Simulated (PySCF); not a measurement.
Molecule: PGaH6, in a box.

```
P Ga H
1.0
    14.00000    0.00000    0.00000
     0.00000   12.00000    0.00000
     0.00000    0.00000   13.00000
P Ga H
1 1 6
Cartesian
  6.3605 6.0443 5.6192
  7.6308 5.9867 7.7972
  4.9526 6.1208 5.6466
  6.4865 4.9661 4.7192
  6.6020 7.0951 4.7101
  7.1225 7.3748 8.3446
  9.0734 5.9057 7.1668
  6.9755 4.6673 8.3579
```

Base run:

```yaml
Program: PySCF 2.14.0
Functional: r2SCAN50
Potentials_or_basis: pob-tzvp-rev2 (all-electron)
k_mesh: 1 × 1 × 1
Occupations: fixed
Spin: no spin polarisation
```

Its results: gap between the frontier levels 10.52 eV.

Q: After a change of settings the same cell gave: gap between the frontier levels 6.47 eV. Which change was it?
A. functional from r2SCAN50 to r2SCANh
B. functional from r2SCAN50 to SCAN
C. functional from r2SCAN50 to PBE
D. functional from r2SCAN50 to revPBE; dispersion from none to D3(BJ)

A: B.

r2SCAN50 gives the wider gap, since exact exchange removes part of the self-interaction.

Caveats: this is a molecule in a periodic box at the Γ point, so its band gap is the HOMO-LUMO gap; relativity is left out, which matters for the heavier elements; the basis of atomic orbitals isn't converged, which shifts pressures, moduli and gaps; this basis is made for solids and lacks diffuse functions, so gaps of a molecule come out too wide by an eV or more.
